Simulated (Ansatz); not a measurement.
**BH₃OS₂Si: one molecule under many settings**

How do the results and run time of BH₃OS₂Si respond when the settings are drawn wide?

Method: the settings change from run to run; program: Ansatz 0.2.0, Gaussian basis.

### 1 The geometry

The structure was relaxed beforehand with PBE0-D4 in a triple-zeta def2 set.

SMILES `OB[SiH]1SS1`, 8 atoms, charge 0, spin multiplicity 1.

Atoms are counted from 1 here; the program's logs count them from 0.

Bond lengths: O1–B2 1.347 Å, O1–H6 0.962 Å, B2–Si3 2.011 Å, B2–H7 1.200 Å, Si3–S4 2.113 Å, Si3–S5 2.113 Å, Si3–H8 1.483 Å, S4–S5 2.129 Å. Angles: B2–O1–H6 114.0°, O1–B2–Si3 119.5°, O1–B2–H7 121.7°, Si3–B2–H7 118.8°, B2–Si3–S4 113.9°, B2–Si3–S5 113.9°, B2–Si3–H8 121.9°, S4–Si3–S5 60.5°, S4–Si3–H8 115.7°, S5–Si3–H8 115.7°, Si3–S4–S5 59.7°, Si3–S5–S4 59.8°.

### 2 BLYP/x2c-TZVPPall

Options: charge -1, multiplicity 2, a grid of angular degree 11.

Input file in.yaml:

```yaml
crystal:
  periodic: [false, false, false]
  atoms:
    - {symbol: O, position_ang: [0.366326, 0.874812, 1.819777]}
    - {symbol: B, position_ang: [0.260017, 0.787528, 0.480148]}
    - {symbol: Si, position_ang: [-0.272682, -0.961241, -0.358716]}
    - {symbol: S, position_ang: [-1.428692, -0.751047, -2.115450]}
    - {symbol: S, position_ang: [0.620789, -1.315089, -2.240979]}
    - {symbol: H, position_ang: [0.625506, 1.746286, 2.135245]}
    - {symbol: H, position_ang: [0.475562, 1.728738, -0.232847]}
    - {symbol: H, position_ang: [-0.554626, -2.167086, 0.456922]}
basis:
  gaussian: {orbitals: x2c-TZVPPall, final_grid: {core_spheres: 5, valence_spheres: 4, degree: 11}}
total_charge: -1
magnetization: {spin_polarized: true, initial_magnetization: 1}
hamiltonian: {xc: {name: BLYP}}
```

Command:

```
ansatz run in.yaml --threads 2 --pin off --events-out ev --progress --plain --max-ram 4352MiB
```

Log:

```text
Functional definition: BLYP
  name "BLYP"
  cite "Becke, Phys. Rev. A 38, 3098 (1988) doi:10.1103/PhysRevA.38.3098"
  cite "Lee, Yang & Parr, Phys. Rev. B 37, 785 (1988) doi:10.1103/PhysRevB.37.785"
  parameter beta = 0.0042
  parameter a = 0.04918
  parameter b = 0.132
  parameter c = 0.2533
  parameter d = 0.349
  exchange = b88_x(beta = beta)
  correlation = lyp_c(a = a, b = b, c = c, d = d)
1384 factors; their error is unknown
mean field evaluation 1: about -32396.5756 eV, gradient 3.2e1 eV
mean field evaluation 2: about -32340.5002 eV, gradient 9.7e1 eV
mean field evaluation 4: about -32401.0608 eV, gradient 1.0e1 eV
mean field evaluation 8: about -32401.7122 eV, gradient 9.4e-1 eV
mean field evaluation 16: about -32401.6957 eV, gradient 2.4e-3 eV
mean field evaluation 32: about -32401.6002 eV, gradient 1.8e0 eV
mean field -32401.69567121 eV, -1190.7403532589 hartree, gradient 1.5e-5 eV, S^2 0.752644; 4 other end points of the search recorded, 0 dependent functions left out
reference -32401.69599717 eV, -1190.7403652377 hartree; 32, 31 occupied and 198, 199 virtual orbitals, 1384 factors
Total energy: -32401.69599717 eV, -1190.7403652377 hartree
Relativity: scalar
```

Run time: 7 s. Hardware: 2 threads of Arm Neoverse V2, shared host; peak memory 0.35 GiB.

⟨S²⟩ 0.753.

### 3 r2SCAN50/x2c-TZVPPall

Options: density fitting with def2-universal-jkfit, D4 dispersion.

Changes to in.yaml since step 2:

```diff
@@ -12,5 +12,3 @@
 basis:
-  gaussian: {orbitals: x2c-TZVPPall, final_grid: {core_spheres: 5, valence_spheres: 4, degree: 11}}
-total_charge: -1
-magnetization: {spin_polarized: true, initial_magnetization: 1}
-hamiltonian: {xc: {name: BLYP}}
+  gaussian: {orbitals: x2c-TZVPPall, fitting: {mean_field: def2-universal-jkfit}}
+hamiltonian: {xc: {name: r2SCAN50}, dispersion: d4}
```

The command is unchanged.

Log (excerpt; [...] marks lines left out):

```text
Functional definition: r2SCAN50
  name "r2SCAN50"
  cite "Bursch, Neugebauer, Ehlert & Grimme, J. Chem. Phys. 156, 134105 (2022) doi:10.1063/5.0086040"
  cite "Furness, Kaplan, Ning, Perdew & Sun, J. Phys. Chem. Lett. 11, 8208 (2020) doi:10.1021/acs.jpclett.0c02405"
  cite "Furness, Kaplan, Ning, Perdew & Sun, J. Phys. Chem. Lett. 11, 9248 (2020) doi:10.1021/acs.jpclett.0c03077"
  parent r2scan
[...]
590 factors; integrals over basis functions are off by at most 1.3e0 eV
[...]
mean field -32396.69203824 eV, -1190.5564731386 hartree, gradient 2.5e-5 eV, S^2 0.000000; 0 other end points of the search recorded, 0 dependent functions left out
reference -32396.69204541 eV, -1190.5564734021 hartree; 31, 31 occupied and 199, 199 virtual orbitals, 590 factors
Total energy: -32396.76926621 eV, -1190.5593112141 hartree
Relativity: scalar
```

Run time: 6 s. Hardware: 2 threads of Arm Neoverse V2, shared host; peak memory 0.36 GiB.

### 4 CAM-B3LYP/def2-mTZVPP

This run has finite nuclei, D4 dispersion.

Changes to in.yaml since step 3:

```diff
@@ -12,3 +12,4 @@
 basis:
-  gaussian: {orbitals: x2c-TZVPPall, fitting: {mean_field: def2-universal-jkfit}}
-hamiltonian: {xc: {name: r2SCAN50}, dispersion: d4}
+  gaussian: {orbitals: def2-mTZVPP, nuclear_model: gaussian}
+hamiltonian: {xc: {name: CAM-B3LYP}, dispersion: d4}
+output: {forces: true}
```

Same command.

Log (excerpt; [...] marks lines left out):

```text
Functional definition: CAM-B3LYP
  name "CAM-B3LYP"
  cite "Yanai, Tew & Handy, Chem. Phys. Lett. 393, 51 (2004) doi:10.1016/j.cplett.2004.06.011"
  cite "Iikura, Tsuneda, Yanai & Hirao, J. Chem. Phys. 115, 3540 (2001) doi:10.1063/1.1383587"
  cite "Becke, Phys. Rev. A 38, 3098 (1988) doi:10.1103/PhysRevA.38.3098"
  cite "Lee, Yang & Parr, Phys. Rev. B 37, 785 (1988) doi:10.1103/PhysRevB.37.785"
  cite "Vosko, Wilk & Nusair, Can. J. Phys. 58, 1200 (1980) doi:10.1139/p80-159"
[...]
  # Exact exchange under (alpha + beta erf(omega r))/r, Becke's under what is left of 1/r.
[...]
1245 factors; their error is unknown
446 factors; integrals over basis functions are off by at most 1.0e-5 eV
[...]
mean field -32323.26392508 eV, -1187.8580397515 hartree, gradient 1.1e-5 eV, S^2 0.000000; 0 other end points of the search recorded, 0 dependent functions left out
[...]
reference -32323.26405579 eV, -1187.8580445551 hartree; 31, 31 occupied and 108, 108 virtual orbitals, 1245 factors
Total energy: -32323.47698961 eV, -1187.8658697284 hartree
Atom 0 at     0.366326     0.874812     1.819777 Å, force    -0.017918    -0.034443    -0.126394 eV/Å
Atom 1 at     0.260017     0.787528     0.480148 Å, force    -0.002053     0.003920    -0.072191 eV/Å
Atom 2 at    -0.272682    -0.961241    -0.358716 Å, force     0.002491    -0.069939     0.366991 eV/Å
Atom 3 at    -1.428692    -0.751047    -2.115450 Å, force    -0.636138     0.155008    -0.096732 eV/Å
Atom 4 at     0.620789    -1.315089    -2.240979 Å, force     0.610862    -0.188248    -0.173776 eV/Å
Atom 5 at     0.625506     1.746286     2.135245 Å, force     0.025701     0.076113     0.073935 eV/Å
Atom 6 at     0.475562     1.728738    -0.232847 Å, force    -0.019584    -0.095561     0.119082 eV/Å
Atom 7 at    -0.554626    -2.167086     0.456922 Å, force     0.036638     0.153150    -0.090916 eV/Å
Dipole moment:     0.157951     0.428167     0.654694 e Å
```

Run time: 3.6 s. Hardware: 2 threads of Arm Neoverse V2, shared host; peak memory 0.43 GiB.

Largest force 0.662 eV/Å, dipole 3.83 D.

### 5 wB97X-V/aug-cc-pVTZ

Options: coordinates scaled by 0.96.

Input file in.yaml:

```yaml
crystal:
  periodic: [false, false, false]
  atoms:
    - {symbol: O, position_ang: [0.351673, 0.839819, 1.746986]}
    - {symbol: B, position_ang: [0.249616, 0.756027, 0.460942]}
    - {symbol: Si, position_ang: [-0.261775, -0.922791, -0.344367]}
    - {symbol: S, position_ang: [-1.371544, -0.721006, -2.030832]}
    - {symbol: S, position_ang: [0.595957, -1.262486, -2.151340]}
    - {symbol: H, position_ang: [0.600485, 1.676434, 2.049836]}
    - {symbol: H, position_ang: [0.456540, 1.659588, -0.223533]}
    - {symbol: H, position_ang: [-0.532441, -2.080403, 0.438645]}
basis:
  gaussian: {orbitals: aug-cc-pVTZ}
hamiltonian: {xc: {name: wB97X-V}}
output: {forces: true}
```

The command is unchanged.

Log (excerpt; [...] marks lines left out):

```text
Functional definition: wB97X-V
  name "wB97X-V"
  cite "Mardirossian & Head-Gordon, Phys. Chem. Chem. Phys. 16, 9904 (2014) doi:10.1039/C3CP54374A"
  cite "Becke, J. Chem. Phys. 107, 8554 (1997) doi:10.1063/1.475007"
  cite "Vydrov & Van Voorhis, J. Chem. Phys. 133, 244103 (2010) doi:10.1063/1.3521275"
[...]
      + integral(e_c_pw_opposite_spin*poly(b97_u_opposite, cos0, cos1)) + vv10(b, c)
1684 factors; their error is unknown
505 factors; integrals over basis functions are off by at most 2.4e-5 eV
[...]
mean field -32318.79638104 eV, -1187.6938605362 hartree, gradient 3.6e-5 eV, S^2 0.000000; 0 other end points of the search recorded, 0 dependent functions left out
[...]
reference -32318.79637786 eV, -1187.6938604195 hartree; 31, 31 occupied and 280, 280 virtual orbitals, 1684 factors
Total energy: -32318.79637786 eV, -1187.6938604195 hartree
Atom 0 at     0.351673     0.839819     1.746986 Å, force    -0.265019    -1.527568     2.540916 eV/Å
Atom 1 at     0.249616     0.756027     0.460942 Å, force    -0.180852    -0.233871    -1.912137 eV/Å
Atom 2 at    -0.261775    -0.922791    -0.344367 Å, force     0.052732    -0.151915     1.558610 eV/Å
Atom 3 at    -1.371544    -0.721006    -2.030832 Å, force    -2.372504     0.541152    -1.399668 eV/Å
Atom 4 at     0.595957    -1.262486    -2.151340 Å, force     2.140646    -0.701010    -1.677130 eV/Å
Atom 5 at     0.600485     1.676434     2.049836 Å, force     0.613920     2.020847     0.937510 eV/Å
Atom 6 at     0.456540     1.659588    -0.223533 Å, force     0.246054     1.068455    -0.776853 eV/Å
Atom 7 at    -0.532441    -2.080403     0.438645 Å, force    -0.234976    -1.016090     0.728752 eV/Å
Dipole moment:     0.152463     0.415009     0.624165 e Å
```

It took 28 s on 2 threads of Arm Neoverse V2, shared host; peak memory 1.2 GiB.

Largest force 2.977 eV/Å, dipole 3.67 D.

### 6 B2GP-PLYP/aug-cc-pVDZ

Set apart from the defaults: a point charge of 1.00 e beside it, the search for lower states set to light.

Input file in.yaml:

```yaml
crystal:
  periodic: [false, false, false]
  atoms:
    - {symbol: O, position_ang: [0.366326, 0.874812, 1.819777]}
    - {symbol: B, position_ang: [0.260017, 0.787528, 0.480148]}
    - {symbol: Si, position_ang: [-0.272682, -0.961241, -0.358716]}
    - {symbol: S, position_ang: [-1.428692, -0.751047, -2.115450]}
    - {symbol: S, position_ang: [0.620789, -1.315089, -2.240979]}
    - {symbol: H, position_ang: [0.625506, 1.746286, 2.135245]}
    - {symbol: H, position_ang: [0.475562, 1.728738, -0.232847]}
    - {symbol: H, position_ang: [-0.554626, -2.167086, 0.456922]}
basis:
  gaussian: {orbitals: aug-cc-pVDZ, point_charges: [{charge: 1.00, position_ang: [4.562, -0.374, -0.043]}]}
hamiltonian: {xc: {name: B2GP-PLYP}}
scf: {lower_state_search: light}
```

Launched as before.

Log (excerpt; [...] marks lines left out):

```text
Functional definition: B2GP-PLYP
  name "B2GP-PLYP"
  cite "Karton, Tarnopolsky, Lamère, Schatz & Martin, J. Phys. Chem. A 112, 12868 (2008) doi:10.1021/jp801805p"
  cite "Becke, Phys. Rev. A 38, 3098 (1988) doi:10.1103/PhysRevA.38.3098"
  cite "Lee, Yang & Parr, Phys. Rev. B 37, 785 (1988) doi:10.1103/PhysRevB.37.785"
[...]
1538 factors; integrals over basis functions are off by at most 7.6e-4 eV
[...]
mean field -32297.60041962 eV, -1186.9149233210 hartree, gradient 1.9e-6 eV, S^2 0.000000; 0 other end points of the search recorded, 0 dependent functions left out
17 core orbitals not correlated: weight in the atoms' cores, before any rotation towards them, 1.000 or more for the frozen orbitals, at most 0.000 for the correlated occupied ones
reference -32297.60057982 eV, -1186.9149292084 hartree; 14, 14 occupied and 123, 123 virtual orbitals, 1538 factors
second order -20.85738407 eV of doubles, -0.00000000 eV of singles
Total energy: -32305.10923808 eV, -1187.1908673101 hartree
```

It took 7.5 s on 2 threads of Arm Neoverse V2, shared host; peak memory 0.43 GiB.

### 7 revPBE0/def2-TZVPP

Options: D3(BJ) dispersion.

Changes to in.yaml since step 6:

```diff
@@ -12,4 +12,3 @@
 basis:
-  gaussian: {orbitals: aug-cc-pVDZ, point_charges: [{charge: 1.00, position_ang: [4.562, -0.374, -0.043]}]}
-hamiltonian: {xc: {name: B2GP-PLYP}}
-scf: {lower_state_search: light}
+  gaussian: {orbitals: def2-TZVPP}
+hamiltonian: {xc: {name: revPBE0}, dispersion: d3bj}
```

Launched as before.

Log (excerpt; [...] marks lines left out):

```text
Functional definition: revPBE0
  name "revPBE0"
  cite "Zhang & Yang, Phys. Rev. Lett. 80, 890 (1998) doi:10.1103/PhysRevLett.80.890"
  cite "Adamo & Barone, J. Chem. Phys. 110, 6158 (1999) doi:10.1063/1.478522"
  cite "Perdew, Burke & Ernzerhof, Phys. Rev. Lett. 77, 3865 (1996) doi:10.1103/PhysRevLett.77.3865"
[...]
1418 factors; their error is unknown
[...]
mean field -32318.22018143 eV, -1187.6726855910 hartree, gradient 5.6e-5 eV, S^2 0.000000; 0 other end points of the search recorded, 0 dependent functions left out
reference -32318.22022095 eV, -1187.6726870433 hartree; 31, 31 occupied and 199, 199 virtual orbitals, 1418 factors
Total energy: -32318.70910139 eV, -1187.6906530681 hartree
```

Run time: 3.8 s. Hardware: 2 threads of Arm Neoverse V2, shared host; peak memory 0.47 GiB.

### 8 SPW92/def2-TZVPD

Set apart from the defaults: the search for lower states set to full.

Changes to in.yaml since step 7:

```diff
@@ -12,3 +12,5 @@
 basis:
-  gaussian: {orbitals: def2-TZVPP}
-hamiltonian: {xc: {name: revPBE0}, dispersion: d3bj}
+  gaussian: {orbitals: def2-TZVPD}
+hamiltonian: {xc: {name: SPW92}}
+scf: {lower_state_search: full}
+output: {forces: true}
```

Launched as before.

Log (excerpt; [...] marks lines left out):

```text
Functional definition: SPW92
  name "SPW92"
  cite "Dirac, Proc. Camb. Phil. Soc. 26, 376 (1930) doi:10.1017/S0305004100016108"
  cite "Slater, Phys. Rev. 81, 385 (1951) doi:10.1103/PhysRev.81.385"
  cite "Perdew & Wang, Phys. Rev. B 45, 13244 (1992) doi:10.1103/PhysRevB.45.13244"
[...]
1363 factors; their error is unknown
[...]
mean field -32196.23940083 eV, -1183.1899745856 hartree, gradient 1.4e-5 eV, S^2 0.000000; 0 other end points of the search recorded, 0 dependent functions left out
[...]
reference -32196.23947027 eV, -1183.1899771376 hartree; 31, 31 occupied and 208, 208 virtual orbitals, 1363 factors
Total energy: -32196.23947027 eV, -1183.1899771376 hartree
Atom 0 at     0.366326     0.874812     1.819777 Å, force    -0.196888    -0.631056    -0.368092 eV/Å
Atom 1 at     0.260017     0.787528     0.480148 Å, force    -0.091650    -0.351593     0.065447 eV/Å
Atom 2 at    -0.272682    -0.961241    -0.358716 Å, force     0.108166     0.366652     0.129158 eV/Å
Atom 3 at    -1.428692    -0.751047    -2.115450 Å, force     0.066565     0.000496    -0.007481 eV/Å
Atom 4 at     0.620789    -1.315089    -2.240979 Å, force    -0.057020     0.034451    -0.000548 eV/Å
Atom 5 at     0.625506     1.746286     2.135245 Å, force     0.184719     0.614176     0.252490 eV/Å
Atom 6 at     0.475562     1.728738    -0.232847 Å, force     0.036847     0.167136    -0.141799 eV/Å
Atom 7 at    -0.554626    -2.167086     0.456922 Å, force    -0.050739    -0.200261     0.070825 eV/Å
Dipole moment:     0.143808     0.394940     0.572925 e Å
```

Run time: 3 s. Hardware: 2 threads of Arm Neoverse V2, shared host; peak memory 0.34 GiB.

Largest force 0.757 eV/Å, dipole 3.41 D.

### 9 revPBE/6-31G*

Set apart from the defaults: D4 dispersion, relativity set to scalar.

Changes to in.yaml since step 8:

```diff
@@ -12,5 +12,4 @@
 basis:
-  gaussian: {orbitals: def2-TZVPD}
-hamiltonian: {xc: {name: SPW92}}
-scf: {lower_state_search: full}
+  gaussian: {orbitals: "6-31G*"}
+hamiltonian: {xc: {name: revPBE}, dispersion: d4, pseudopotentials: {relativity: scalar}}
 output: {forces: true}
```

Same command.

Log (excerpt; [...] marks lines left out):

```text
Functional definition: revPBE
  name "revPBE"
  cite "Zhang & Yang, Phys. Rev. Lett. 80, 890 (1998) doi:10.1103/PhysRevLett.80.890"
  cite "Perdew, Burke & Ernzerhof, Phys. Rev. Lett. 77, 3865 (1996) doi:10.1103/PhysRevLett.77.3865"
[...]
1034 factors; their error is unknown
[...]
mean field -32382.74030414 eV, -1190.0437563675 hartree, gradient 2.4e-5 eV, S^2 0.000000; 0 other end points of the search recorded, 0 dependent functions left out
[...]
reference -32382.74034817 eV, -1190.0437579857 hartree; 31, 31 occupied and 62, 62 virtual orbitals, 1034 factors
Total energy: -32383.37330751 eV, -1190.0670188120 hartree
Relativity: scalar
Atom 0 at     0.366326     0.874812     1.819777 Å, force    -0.209608    -0.895158     0.608611 eV/Å
Atom 1 at     0.260017     0.787528     0.480148 Å, force    -0.017742     0.065962    -0.602655 eV/Å
Atom 2 at    -0.272682    -0.961241    -0.358716 Å, force     0.091281     0.164431     0.762895 eV/Å
Atom 3 at    -1.428692    -0.751047    -2.115450 Å, force    -0.993203     0.242932    -0.377930 eV/Å
Atom 4 at     0.620789    -1.315089    -2.240979 Å, force     0.928270    -0.285951    -0.496356 eV/Å
Atom 5 at     0.625506     1.746286     2.135245 Å, force     0.227708     0.788061     0.173148 eV/Å
Atom 6 at     0.475562     1.728738    -0.232847 Å, force     0.036589     0.175599    -0.183450 eV/Å
Atom 7 at    -0.554626    -2.167086     0.456922 Å, force    -0.063295    -0.255876     0.115737 eV/Å
Dipole moment:     0.168949     0.452985     0.722503 e Å
```

Wall time 1.6 s (2 threads of Arm Neoverse V2, shared host).

Largest force 1.103 eV/Å, dipole 4.18 D.

### 10 r2SCAN/cc-pVDZ

Options: atoms shaken by 0.08 Å, a grid of angular degree 23, D4 dispersion, the search for lower states set to full.

Input file in.yaml:

```yaml
crystal:
  periodic: [false, false, false]
  atoms:
    - {symbol: O, position_ang: [0.205538, 0.797907, 1.830191]}
    - {symbol: B, position_ang: [0.364502, 0.893563, 0.377964]}
    - {symbol: Si, position_ang: [-0.341238, -1.084197, -0.486793]}
    - {symbol: S, position_ang: [-1.512659, -0.841717, -2.081261]}
    - {symbol: S, position_ang: [0.575182, -1.314620, -2.150702]}
    - {symbol: H, position_ang: [0.700742, 1.770417, 2.112347]}
    - {symbol: H, position_ang: [0.547478, 1.625144, -0.140086]}
    - {symbol: H, position_ang: [-0.476309, -2.169567, 0.492080]}
basis:
  gaussian: {orbitals: cc-pVDZ, final_grid: {core_spheres: 8, valence_spheres: 7, degree: 23}}
hamiltonian: {xc: {name: r2SCAN}, dispersion: d4}
scf: {lower_state_search: full}
output: {forces: true}
```

The command is unchanged.

Log (excerpt; [...] marks lines left out):

```text
Functional definition: r2SCAN
  name "r2SCAN"
  cite "Furness, Kaplan, Ning, Perdew & Sun, J. Phys. Chem. Lett. 11, 8208 (2020) doi:10.1021/acs.jpclett.0c02405"
  cite "Furness, Kaplan, Ning, Perdew & Sun, J. Phys. Chem. Lett. 11, 9248 (2020) doi:10.1021/acs.jpclett.0c03077"
  parent r2scan
[...]
1203 factors; their error is unknown
[...]
mean field -32315.09085385 eV, -1187.5576849239 hartree, gradient 1.8e-5 eV, S^2 0.000000; 0 other end points of the search recorded, 0 dependent functions left out
[...]
reference -32315.09086468 eV, -1187.5576853216 hartree; 31, 31 occupied and 66, 66 virtual orbitals, 1203 factors
Total energy: -32315.14793292 eV, -1187.5597825408 hartree
Atom 0 at     0.205538     0.797907     1.830191 Å, force     3.173286     4.924335    -2.304505 eV/Å
Atom 1 at     0.364502     0.893563     0.377964 Å, force    -5.475325   -15.302506    10.811187 eV/Å
Atom 2 at    -0.341238    -1.084197    -0.486793 Å, force     0.330141     3.346485     7.918355 eV/Å
Atom 3 at    -1.512659    -0.841717    -2.081261 Å, force    -2.135804     0.242876    -2.468615 eV/Å
Atom 4 at     0.575182    -1.314620    -2.150702 Å, force     2.983429    -1.185800    -5.428473 eV/Å
Atom 5 at     0.700742     1.770417     2.112347 Å, force    -2.154233    -3.730677    -0.405578 eV/Å
Atom 6 at     0.547478     1.625144    -0.140086 Å, force     3.529523    12.278414    -8.325530 eV/Å
Atom 7 at    -0.476309    -2.169567     0.492080 Å, force    -0.251018    -0.573128     0.203158 eV/Å
Dipole moment:     0.242107     0.430177     0.406752 e Å
```

Run time: 1.6 s. Hardware: 2 threads of Arm Neoverse V2, shared host.

Largest force 19.520 eV/Å, dipole 3.07 D.

### 11 All runs side by side

| level | charge | multiplicity | geometry | functions | energy (eV) | time |
| --- | --- | --- | --- | --- | --- | --- |
| BLYP/x2c-TZVPPall | -1 | 2 | relaxed | 230 | -32401.696 | 7 s |
| r2SCAN50/x2c-TZVPPall | 0 | 1 | relaxed | 230 | -32396.769 | 6 s |
| CAM-B3LYP/def2-mTZVPP | 0 | 1 | relaxed | 139 | -32323.477 | 3.6 s |
| wB97X-V/aug-cc-pVTZ | 0 | 1 | scaled | 311 | -32318.796 | 28 s |
| B2GP-PLYP/aug-cc-pVDZ | 0 | 1 | relaxed, point charge | 154 | -32305.109 | 7.5 s |
| revPBE0/def2-TZVPP | 0 | 1 | relaxed | 230 | -32318.709 | 3.8 s |
| SPW92/def2-TZVPD | 0 | 1 | relaxed | 239 | -32196.239 | 3 s |
| revPBE/6-31G* | 0 | 1 | relaxed | 93 | -32383.373 | 1.6 s |
| r2SCAN/cc-pVDZ | 0 | 1 | shaken | 97 | -32315.148 | 1.6 s |

### 12 Outcome

| quantity | value |
| --- | --- |
| runs | 9 |
| quickest | revPBE/6-31G*, 1.6 s |
| slowest | wB97X-V/aug-cc-pVTZ, 28 s |
| spread of total energies, same state and geometry | 200.5 eV |
| dipole, same state and geometry | 3.41 to 4.18 D |

Run time spans a factor of 17, from revPBE/6-31G* to wB97X-V/aug-cc-pVTZ. The jobs differ in tasks and options as well as level. Total energies at one charge and spin differ by 201 eV between levels, so only differences within one level mean anything. Some of these runs are scalar-relativistic and others not, which shifts the totals of all-electron atoms past neon by eV; core potentials, where a basis has them, take the core out of the total altogether. At the PBE0-D4/def2-TZVP geometry and in the same state, runs without warnings or point charges leave forces up to 1.10 eV/Å (revPBE/6-31G*), against 19.5 eV/Å where the atoms were moved. At that geometry and state the dipole changes by 22 % between the lowest and highest value.
